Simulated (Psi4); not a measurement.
# CH3Te (SMILES C[Te]) at UCCSD/def2-SVPD (core potential)

Aim: the vertical electron affinity of CH3Te at UCCSD/def2-SVPD (core potential), from 2 runs. 

Program for the calculation: Psi4 1.11.

## (1) The system as given

The species is CH3Te (5 atoms), meant as a doublet with charge 0. As SMILES, `C[Te]`. The shape is that of a PBE0-D4/def2-TZVP optimisation.

Bond lengths: C1–Te2 2.136 Å, C1–H3 1.087 Å, C1–H4 1.087 Å, C1–H5 1.091 Å. Angles: Te2–C1–H3 110.1°, Te2–C1–H4 110.1°, Te2–C1–H5 106.5°, H3–C1–H4 111.4°, H3–C1–H5 109.3°, H4–C1–H5 109.3°.

## (2) The energy at UCCSD/def2-SVPD (core potential)

File ch3te.dat:

```
memory 1.6 GB

molecule {
  0 2
  C
  Te 1 r2
  H 1 r3 2 a3
  H 1 r4 3 a4 2 d4
  H 1 r5 3 a5 4 d5

  r2 = 2.136224
  r3 = 1.087338
  a3 = 110.09674
  r4 = 1.087416
  a4 = 111.35688
  d4 = -122.36914
  r5 = 1.091192
  a5 = 109.34716
  d5 = -120.91086
  symmetry c1
  no_reorient
  no_com
}

set globals {
  basis def2-SVPD
  reference uhf
  puream true
  e_convergence 1e-09
  d_convergence 1e-08
  scf_type pk
  num_frozen_docc 5
  maxiter 200
}

result, w = energy('ccsd', return_wfn=True)
```

The run is started by

```console
$ psi4 ch3te.dat ch3te.out -n 1
```

ch3te.out:

```text
[...]
    !!!  WARNING: ECP capability is in beta. Please check occupations closely.  !!!
[...]
  Running in c1 symmetry.
[...]
  Nuclear repulsion =   59.458435264454693
[...]
  Multiplicity = 2
[...]
  Nalpha       = 17
  Nbeta        = 16
[...]
    Number of basis functions: 79
[...]
   @UHF iter   1:  -306.28422895665551   -2.25956e+00   8.10917e-03 DIIS/ADIIS
[...]
   @UHF iter  26:  -306.56925280248271   -1.67120e-11   2.95941e-09 DIIS
[...]
   @S^2 Observed:                7.610157034E-01
[...]
    Orbital Energies [Eh]
    ---------------------
    Alpha Occupied:
       1A    -11.263382     2A     -7.117163     3A     -5.093759
       4A     -5.083910     5A     -5.072553     6A     -1.949263
       7A     -1.947500     8A     -1.935732     9A     -1.930181
      10A     -1.928330    11A     -0.966754    12A     -0.775759
      13A     -0.590093    14A     -0.588887    15A     -0.431305
      16A     -0.366171    17A     -0.314950
    Alpha Virtual:
      18A      0.051965    19A      0.075453    20A      0.083488
      21A      0.084133    22A      0.135660    23A      0.160097
      24A      0.166190    25A      0.171397    26A      0.186386
[...]
  @UHF Final Energy:  -306.56925280248271
   => Energetics <=
    Nuclear Repulsion Energy =             59.4584352644546925
    One-Electron Energy =                -637.8804808300836839
    Two-Electron Energy =                 271.8527927631462831
    Total Energy =                       -306.5692528024827084
  UHF NO Occupations:
  HONO-2 :   15  A 1.9990174
  HONO-1 :   16  A 1.9958379
[...]
 Multipole Moments:
 ------------------------------------------------------------------------------------
     Multipole            Electronic (a.u.)      Nuclear  (a.u.)        Total (a.u.)
 ------------------------------------------------------------------------------------
 L = 1.  Multiply by 2.5417464519 to convert [e a0] to [Debye]
 Dipole X            :          0.0891601           -0.0935499           -0.0043898
 Dipole Y            :          0.0493626           -0.0518693           -0.0025067
 Dipole Z            :         23.5104864          -24.0620143           -0.5515279
 Magnitude           :                                                    0.5515511
[...]
      * MP2 total energy                      = -306.829361301644553
[...]
      * CCSD total energy                     = -306.858140382218153
[...]
```

It took 58 s on 1 thread of Intel Xeon Platinum 8488C (Sapphire Rapids), shared host; peak memory 0.44 GiB.

## (3) The singlet anion, same level

File calc.dat:

```
memory 1600 MB

molecule {
  -1 1
  C     -0.38531516    -0.08711637    -0.00264562
  Te     3.61315635     0.45013276     0.13870590
  H     -0.86322689    -1.99328312     0.59753140
  H     -1.32753260     1.32167445     1.15934698
  H     -0.94259539     0.16913049    -1.97136229
  units au
  symmetry c1
  no_reorient
  no_com
}

set basis def2-SVPD
set puream true
set e_convergence 1e-09
set d_convergence 1e-08
set scf_type pk
set num_frozen_docc 5

e = energy('ccsd')
```

The run is started by

```console
$ psi4 -i calc.dat -o calc.out -n 1
```

calc.out:

```text
[...]
    !!!  WARNING: ECP capability is in beta. Please check occupations closely.  !!!
[...]
  Running in c1 symmetry.
[...]
  Nuclear repulsion =   59.458426120944182
[...]
  Multiplicity = 1
[...]
  Nalpha       = 17
  Nbeta        = 17
[...]
    Number of basis functions: 79
[...]
   @RHF iter   1:  -306.07758910450053   -2.01530e+00   1.04822e-02 DIIS/ADIIS
[...]
   @RHF iter  12:  -306.60319281584691   -1.87583e-12   3.41973e-09 DIIS
[...]
    Orbital Energies [Eh]
    ---------------------
    Doubly Occupied:
       1A    -11.067600     2A     -6.857269     3A     -4.830834
       4A     -4.820412     5A     -4.820386     6A     -1.687728
       7A     -1.682130     8A     -1.682114     9A     -1.671222
      10A     -1.671221    11A     -0.764839    12A     -0.512642
      13A     -0.398934    14A     -0.393183    15A     -0.211484
      16A     -0.073579    17A     -0.072834
[...]
  @RHF Final Energy:  -306.60319281584691
   => Energetics <=
    Nuclear Repulsion Energy =             59.4584261209441820
    One-Electron Energy =                -645.6864173237868272
    Two-Electron Energy =                 279.6247983869957352
    Total Energy =                       -306.6031928158469100
[...]
 Multipole Moments:
 ------------------------------------------------------------------------------------
     Multipole            Electronic (a.u.)      Nuclear  (a.u.)        Total (a.u.)
 ------------------------------------------------------------------------------------
 L = 1.  Multiply by 2.5417464519 to convert [e a0] to [Debye]
 Dipole X            :        -85.0088301           81.2705066           -3.7383236
 Dipole Y            :        -10.2428401            9.7780098           -0.4648302
 Dipole Z            :         -3.2536586            3.0985840           -0.1550746
 Magnitude           :                                                    3.7703022
[...]
      * MP2 total energy                      = -306.893928813585433
[...]
      * CCSD total energy                     = -306.919237857122255
[...]
```

It took 23 s on 1 thread of Intel Xeon Platinum 8488C (Sapphire Rapids), shared host; peak memory 0.42 GiB.

## (4) Summary of results

At UCCSD/def2-SVPD (core potential), 5 core orbitals frozen:

```
                                                                 quantity          value
                                              doublet CH3Te: total energy  -306.85814 Eh
doublet CH3Te: HOMO energy (Hartree–Fock orbitals) (highest over α and β)       -8.04 eV
 doublet CH3Te: LUMO energy (Hartree–Fock orbitals) (lowest over α and β)       -0.15 eV
               doublet CH3Te: correlation energy (5 core orbitals frozen)     -288.9 mEh
                         doublet CH3Te: ⟨S²⟩ of the reference determinant          0.761
                                             doublet CH3Te: T1 diagnostic          0.013
                                              singlet anion: total energy  -306.91924 Eh
                       singlet anion: HOMO energy (Hartree–Fock orbitals)       -1.98 eV
                       singlet anion: LUMO energy (Hartree–Fock orbitals)        4.95 eV
     singlet anion: HOMO–LUMO gap (to an unbound level, set by the basis)        6.93 eV
               singlet anion: correlation energy (5 core orbitals frozen)     -316.0 mEh
                                             singlet anion: T1 diagnostic          0.010
                        vertical electron affinity (to the singlet anion)       1.663 eV
```

What this shows: At fixed nuclei the extra electron is bound by 1.66 eV (38 kcal/mol).
